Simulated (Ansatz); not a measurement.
**CH5GeNO2: small, medium and large basis sets**

The task here is to estimate one member of a computed series from the others.

Method: one geometry, several basis sets; program: Ansatz 0.2.0, Gaussian basis.

Levels to be run: PBE0-D4/def2-SVP; ωB97M-V/def2-SVP; PBE0-D4/def2-QZVPP; ωB97M-V/def2-QZVPP; the functionals' def2-TZVPP values are taken from earlier runs.

### The geometry

An earlier PBE0-D4 in a triple-zeta def2 set relaxation fixed the geometry.

10 atoms, charge 0, spin multiplicity 1.

Atoms are counted from 1 here; the program's logs count them from 0.

Bond lengths: O1–C2 1.207 Å, C2–N3 1.358 Å, C2–H6 1.107 Å, N3–Ge4 1.862 Å, N3–H7 1.008 Å, Ge4–O5 1.769 Å, Ge4–H8 1.540 Å, Ge4–H9 1.521 Å, O5–H10 0.960 Å. Angles: O1–C2–N3 123.9°, O1–C2–H6 122.3°, N3–C2–H6 113.8°, C2–N3–Ge4 121.4°, C2–N3–H7 116.7°, Ge4–N3–H7 121.8°, N3–Ge4–O5 110.8°, N3–Ge4–H8 102.9°, N3–Ge4–H9 111.2°, O5–Ge4–H8 110.5°, O5–Ge4–H9 106.1°, H8–Ge4–H9 115.4°, Ge4–O5–H10 113.1°.

Set-up of the first run:

File in.yaml:

```yaml
crystal:
  periodic: [false, false, false]
  atoms:
    - {symbol: O, position_ang: [-0.992622, 0.644709, 1.807339]}
    - {symbol: C, position_ang: [0.186997, 0.435600, 1.656855]}
    - {symbol: N, position_ang: [0.722172, -0.109645, 0.534603]}
    - {symbol: Ge, position_ang: [-0.351278, -0.645912, -0.889136]}
    - {symbol: O, position_ang: [-0.931698, 0.754101, -1.801311]}
    - {symbol: H, position_ang: [0.934339, 0.675231, 2.437935]}
    - {symbol: H, position_ang: [1.719672, -0.254936, 0.532681]}
    - {symbol: H, position_ang: [0.611697, -1.486978, -1.747002]}
    - {symbol: H, position_ang: [-1.593742, -1.373466, -0.398453]}
    - {symbol: H, position_ang: [-0.222437, 1.310098, -2.130709]}
basis:
  gaussian: {orbitals: def2-SVP}
hamiltonian: {xc: pbe0, dispersion: d4}
output: {orbitals: {seedname: orbitals}}
```

The run is started by

```sh
ansatz run in.yaml --threads 4 --pin off --events-out ev --progress --plain --max-ram 10444MiB
```

Among the steps run: PBE0-D4 in def2-SVP; ωB97M-V in def2-SVP; PBE0-D4 in def2-QZVPP; ωB97M-V in def2-QZVPP.

One of the session's tables, all rows but one given; the rest of the session is left out.

It belongs to the step «Density functionals: the series». 

```
functional       basis  HOMO (eV)  LUMO (eV)
   PBE0-D4    def2-SVP          ?          ?
   PBE0-D4  def2-TZVPP      -7.66      -0.12
   PBE0-D4  def2-QZVPP      -7.71      -0.30
   ωB97M-V    def2-SVP      -9.87       2.27
   ωB97M-V  def2-TZVPP     -10.08       1.79
   ωB97M-V  def2-QZVPP     -10.13       1.29
```

**Question.** Estimate the row for PBE0-D4, def2-SVP.

As computed: HOMO (eV): -7.47; LUMO (eV): 0.19. In the column «HOMO (eV)» it is the highest.
